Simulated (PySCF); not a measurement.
# C2H9BSSi: the cost of one run

Computed with PySCF 2.14.0, with density-fitted response routines of our own, on a single molecule in the gas phase. Atoms count from 0, in the outputs and in this text.

## Step 1: Starting geometry

14 atoms, charge 0, multiplicity 1; geometry from: GFN2-xTB. The atoms were then displaced at random by about 0.01 Å, so the start is not that level's minimum.

Bonds of the start (Å): B0–Si1 1.91, Si1–C2 1.91, Si1–S3 2.22, S3–C4 1.80, B0–H5 1.20, B0–H6 1.17, Si1–H7 1.49, C2–H8 1.05, C2–H9 1.09, C2–H10 1.10, C4–H11 1.09, C4–H12 1.09, C4–H13 1.07.

## Step 2: Geometry optimisation at PBE0-D3(BJ)/def2-SVP

Job settings and geometry (Å):

```
{"job": {"xc": "PBE0", "basis": "def2-SVP", "d3": "d3bj", "grid": 1, "shake": 0.01, "kind": "geom"}, "charge": 0, "multiplicity": 1}
B     -2.081310     1.542990     0.204350
Si    -0.584040     0.465160     0.710840
C     -0.846080    -1.426490     0.580830
S      1.020020     1.033510    -0.714900
C      2.349590    -0.037810    -0.160510
H     -2.381300     2.545300     0.784400
H     -2.760810     1.291160    -0.718020
H      0.112900     0.685430     2.005240
H     -1.109780    -1.712630    -0.399470
H     -1.617910    -1.754770     1.270280
H      0.064610    -1.977250     0.862380
H      3.247530     0.300210    -0.669240
H      2.460430     0.091350     0.911210
H      2.119000    -1.061240    -0.395110
```

Command:

```
OMP_NUM_THREADS=1 python probes_run.py task.json out
```

One launch serves the whole session: the jobs run in the order shown.

Q: Estimate the wall time and peak memory of this first job on 1 thread of Arm Neoverse V2, shared host.

About 2.8 min, with a peak of 0.48 GiB.
